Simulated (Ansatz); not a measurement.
Al3Au:

```
CELL_PARAMETERS angstrom
-2.02533 2.02533 4.05660
2.02533 -2.02533 4.05660
2.02533 2.02533 -4.05660
ATOMIC_POSITIONS crystal
Au 0.00000 0.00000 0.00000
Al 0.50000 0.50000 0.00000
Al 0.25000 0.75000 0.50000
Al 0.75000 0.25000 0.50000
```

The cell comes from a database or a generator and needn't be the stable form of this composition.

| Property | Result |
| --- | --- |
| Program | Ansatz 0.2.0 |
| Task | single point |
| Functional | PBEsol |
| Potentials or basis | Ansatz PAW |
| Cutoff | 420 eV (not typed: the program's choice for these potentials) |
| k mesh | 9 × 9 × 9 |
| Occupations | fermi-dirac, width 0.05 eV |
| Spin | no spin polarisation |

On this cell: pressure -2.6 GPa; largest force under 0.003 eV/Å; band gap on the k mesh none (metal or under the smearing width).

The same run follows on a disturbed copy (atoms moved at random, drawn with an rms of 0.05 Å):

```
Au Al
1.0
    -2.02533    2.02533    4.05660
     2.02533   -2.02533    4.05660
     2.02533    2.02533   -4.05660
Au Al
1 3
Direct
  0.00708 0.99517 0.00214
  0.50900 0.50760 0.99975
  0.25261 0.75989 0.49439
  0.73829 0.24193 0.48663
```

Problem. What does the disturbed cell give?

Solution. The energy (extrapolated to zero smearing) moves by +4.2 meV/atom; pressure -2.4 GPa; largest force 0.276 eV/Å; band gap on the k mesh none (metal or under the smearing width).

Forces in eV/Å, atoms in the order of the input:
```
Au   0.020 -0.055  0.055
Al  -0.046 -0.008 -0.232
Al  -0.061  0.015 -0.081
Al   0.087  0.048  0.257
```

Stress tensor (GPa, compression positive):
```
-1.98  0.00  0.04
 0.00 -2.62  0.01
 0.04  0.01 -2.64
```

Caveats: the PAW data sets come from PBE, with cores solved anew for the run's functional, which leaves a small shift of forces and pressure.
